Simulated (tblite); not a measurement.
# C5H6BBrO: the cost of one run

Programs: tblite 0.8.0 and PySCF 2.14.0, with density-fitted response routines of our own. Each step states its level of theory. These are calculated values for one molecule in the gas phase, unless marked as measured. Atoms are numbered from 0 throughout.

**1. The molecule as given**

14 atoms, charge 0, multiplicity 1; geometry from: force field or distance geometry start.

Bonds of the start (Å): C0–B1 1.59, B1–Br2 2.01, B1–C3 1.56, C3–C4 1.39, C4–C5 1.39, C5–C6 1.39, C6–O7 1.31, O7–C3 1.31, C0–H8 1.12, C0–H9 1.13, C0–H10 1.11, C4–H11 1.08, C5–H12 1.06, C6–H13 1.10.

**2. Relaxing the molecule with GFN2-xTB**

The job: settings as JSON, then the geometry in Å.

```
{"job": {"kind": "relax", "xc": "GFN2-xTB", "basis": "xTB"}, "charge": 0, "multiplicity": 1}
C     -2.502900     0.060000     0.005600
B     -1.241800     0.039800     0.968200
Br    -1.573500    -0.178500     2.938000
C      0.213600     0.116200     0.409700
C      1.289100    -0.540700     0.999000
C      2.409500    -0.255500     0.235300
C      1.953900     0.572000    -0.780200
O      0.665200     0.763800    -0.632900
H     -2.742500     1.129600    -0.227300
H     -3.399900    -0.409500     0.507700
H     -2.305300    -0.499800    -0.933000
H      1.258800    -1.165700     1.879700
H      3.381700    -0.621900     0.460900
H      2.593300     0.989800    -1.572800
```

On the command line:

```sh
$ OMP_NUM_THREADS=1 python probes_run.py task.json out
```

The driver reads the jobs from task.json and runs them one after another.

Q: Estimate the wall time and peak memory of this first job on 1 thread of Intel Xeon at 2.50GHz, shared host.

About 1.2 s, with a peak of 0.18 GiB.
